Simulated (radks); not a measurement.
# Fractional charge and spin in the 5s shell of iodine

One table from this session's results is given with a row withheld; the runs are named, their logs left out.

The numbers are computed with radks (a radial shooting solver on a logarithmic mesh, Libxc functionals) version 1 (scalar-relativistic Kohn-Sham, r2SCAN, spin-polarised, spherical densities, finite nucleus), except any that are marked as measured or tabulated.

### Starting point

* element: iodine (Z = 53)
* configuration: [Kr] 4d10 5p(up 2, down 2) 5s(up 1, down 1)
* nuclear rms radius: 4.75 fm

A shell typed twice in an input gives spin up, then spin down.

Set-up of the first run:

Settings of this run:

```text
Z 53
configuration [Kr] 4d10 5p2 5p2 5s1 5s1
relativity scalar-relativistic
functional r2scan,r2scan
spin polarised
nucleus finite rms 4.75 fm
c 137.035999084
```

Among the steps run: 5s: up 1, down 1.

One table of the session follows, with a row left open; its other results are not shown here.

It belongs to the step «5s: up 1, down 1». Sizes of the orbitals, from the radial functions (bohr):

| level | <r> | outermost maximum (interpolated) | 90 % within | nodes |
| --- | --- | --- | --- | --- |
| 3s | 0.3134 | 0.285 | 0.460 | 2 |
| 3p | 0.3117 | 0.279 | 0.467 | 1 |
| 3d | 0.2886 | 0.232 | 0.453 | 0 |
| 4s | 0.7410 | 0.681 | 1.07 | 3 |
| 4p | ? | ? | ? | ? |
| 4d | 0.9201 | 0.778 | 1.40 | 1 |
| 5s | 1.938 | 1.70 | 2.82 | 4 |
| 5p | 2.316 | 1.98 | 3.42 | 3 |

**Question.** Estimate the row for 4p.

The run gave: <r>: 0.7924; outermost maximum (interpolated): 0.715; 90 % within: 1.16; nodes: 2. In the column «<r>» it lies between 4s (0.7410) and 4d (0.9201).
